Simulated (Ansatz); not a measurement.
# PtSTe: the band gap up the ladder of functionals

An exercise on one series of results from a longer session: the logs are not shown, and one member is left open.

The runs shown are made with Ansatz 0.2.0. PAW datasets, plane waves. Simulation only: spin-unpolarised, and no claim that this is the phase found in nature.

### The cell

The cell was relaxed beforehand with r2SCAN.

The sheet's in-plane cell has a = 3.773 Å, b = 3.773 Å (γ = 120.0°), and its outermost atoms lie 2.64 Å apart along the normal. Pt has 3 S at 2.49 Å and 3 Te at 2.61 Å; S has 3 Pt at 2.49 Å; Te has 3 Pt at 2.61 Å.

The structure in full:

```
CELL_PARAMETERS angstrom
3.77339 0.00000 0.00000
-1.88669 3.26785 0.00000
0.00000 0.00000 30.10577
ATOMIC_POSITIONS crystal
Pt 0.00000 0.00000 0.30152
S 0.33333 0.66667 0.34150
Te 0.66667 0.33333 0.25382
```
Two periodic directions, a and b.

The first run:

input.yaml reads:

```yaml
crystal:
  lattice:
    - [3.7733890957, 0.0, 0.0]
    - [-1.8866945479, 3.2678508152, 0.0]
    - [0.0, 0.0, 30.1057745008]
  atoms:
    - { symbol: Pt, position: [0.0, 0.0, 0.3015163018] }
    - { symbol: S, position: [0.3333333333, 0.6666666667, 0.3415035443] }
    - { symbol: Te, position: [0.6666666667, 0.3333333333, 0.2538180678] }
  periodic: [true, true, false]
kpoints:
  mp_grid: { grid: [12, 12, 1] }
  band_path:
    path:
      - [0, 0, 0]
      - [0.5, 0, 0]
      - [0.3333333333333, 0.3333333333333, 0]
      - [0, 0, 0]
    npoints: 10
hamiltonian:
  xc: pbe
scf:
  occupations: { method: fermi_dirac, width: 0.02 }
  n_extra_bands: 4
output:
  forces: true
  stress: true
  eigenvalues: true
```

Command:

```console
ansatz run input.yaml --threads 4 --pin off --max-ram 5529MiB --backend cpu --events-out ev --progress --plain --runs-dir out
```

Steps of the session up to this table: PBE band path; Single point with r2SCAN; HSE06; Single point with PBE+SOC; PBE0; Single point with LDA; HSE06+SOC at the same geometry; Single point with r2SCANh; r2SCAN0.

One table of the session follows, with a row left open; its other results are not shown here.

| level | gap (eV) |
| --- | --- |
| PBE | 0.93 |
| r2SCAN | 1.07 |
| HSE06 | 1.49 |
| PBE+SOC | 0.77 |
| PBE0 | 2.15 |
| LDA | ? |
| HSE06+SOC | 1.28 |
| r2SCANh | 1.55 |
| r2SCAN0 | 2.24 |

**Question.** Estimate the row for LDA.

**Answer.** gap (eV): 0.89. In the column «gap (eV)» it lies between PBE+SOC (0.77) and PBE (0.93).

Meshes: PBE 12×12×1, r2SCAN 12×12×1, HSE06 6×6×1, PBE+SOC 12×12×1, PBE0 6×6×1, LDA 12×12×1, HSE06+SOC 6×6×1, r2SCANh 6×6×1, r2SCAN0 6×6×1

Against HSE06, PBE is short by 0.56 eV, at 62 % of it, and r2SCAN 72 %. PBE0 lies 0.66 eV above HSE06, which differs from it by screening the long-range exchange.

Caveats from the session: Warnings in the runs' records: stress scf threshold loose, stress exchange threshold loose, xc potential rough in thin density.
